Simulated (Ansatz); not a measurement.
# KTl3In3: the cost of one run

Method: DFT PBE, scalar-relativistic, plane waves, PAW, unless a step names another level, in Ansatz 0.2.0.

3 further runs of the same task are left out: 1 that didn't finish, 2 set aside as unsound or not needed.

### 1 The system as given

Symmetry: Pm, No. 6, monoclinic system. Conventional cell: a = 5.016 Å, b = 5.042 Å, c = 9.643 Å, α = 90.00°, β = 104.64°, γ = 90.00°. Around K (site symmetry m) lie 8 In at 3.84 to 4.17 Å and 4 Tl at 3.91 to 3.95 Å. Tl (site symmetry m) is surrounded by 4 In at 3.32 to 3.35 Å and 6 Tl at 3.33 to 3.56 Å. Tl (site symmetry m) is surrounded by 6 Tl at 3.30 to 3.56 Å and 4 In at 3.35 to 3.39 Å. Tl (site symmetry m) has 1 In at 3.14 Å and 4 Tl at 3.30 to 3.33 Å as nearest neighbours. In (site symmetry m) is surrounded by 6 In at 3.12 to 3.57 Å and 4 Tl at 3.32 to 3.35 Å. Around In (site symmetry m) lie 4 In at 3.08 to 3.12 Å and 1 Tl at 3.14 Å. In (site symmetry m) has 6 In at 3.08 to 3.57 Å and 4 Tl at 3.35 to 3.39 Å as nearest neighbours.

Coordinates:

```cif
data_structure
_symmetry_space_group_name_H-M 'P 1'
_symmetry_Int_Tables_number 1
_cell_length_a 5.0159
_cell_length_b 5.0422
_cell_length_c 9.6795
_cell_angle_alpha 90.000
_cell_angle_beta 105.446
_cell_angle_gamma 90.000
_cell_volume 235.96
loop_
_atom_site_label
_atom_site_type_symbol
_atom_site_fract_x
_atom_site_fract_y
_atom_site_fract_z
_atom_site_occupancy
K1 K 0.15275 0.50000 0.26368 1
Tl1 Tl 0.44604 0.50000 0.85045 1
Tl2 Tl 0.94833 0.00000 0.85437 1
Tl3 Tl 0.56629 0.00000 0.08379 1
In1 In 0.82681 0.50000 0.61737 1
In2 In 0.73080 0.00000 0.42063 1
In3 In 0.32898 0.00000 0.61336 1
```

It came out lowest among 18 distinct ends of the trial cells. At a tolerance of 0.05 Å it has space group Pm (No. 6).

### 2 Tight relaxation for the response runs, on the response runs' mesh and smearing

input.yaml reads:

```yaml
crystal:
  lattice:
    - [5.011872292, 0.0, -0.2002290601]
    - [0.0, 5.0422111506, 0.0]
    - [-2.2033711467, 0.0, 9.4253407433]
  atoms:
    - { symbol: K, position: [0.1527452765, 0.5, 0.2636754598] }
    - { symbol: Tl, position: [0.4460395774, 0.5, 0.8504539939] }
    - { symbol: Tl, position: [0.9483339394, 0.0, 0.8543742836] }
    - { symbol: Tl, position: [0.5662948933, 0.0, 0.0837911886] }
    - { symbol: In, position: [0.8268090613, 0.5, 0.6173724437] }
    - { symbol: In, position: [0.730797358, 0.0, 0.4206306078] }
    - { symbol: In, position: [0.3289798942, 0.0, 0.6133577027] }
basis:
  ecutwfc: 420
kpoints:
  mp_grid: { grid: [6, 6, 4] }
hamiltonian:
  xc: pbe
scf:
  occupations: { method: gaussian, width: 0.1 }
output:
  forces: true
  stress: true
  eigenvalues: true
relax:
  adjacent_minimum: "off"
  f_tol: 0.001
  max_steps: 60
  cell: { stress_tol: 0.01 }
```

Command:

```sh
$ ansatz run input.yaml --threads 3 --pin off --max-ram 7680MiB --backend cpu --events-out ev --progress --plain --runs-dir out
```

What time and memory should one allow on 3 threads of Intel Xeon 6975P-C (Granite Rapids), shared host?

About 73 s, with a peak of 0.93 GiB.
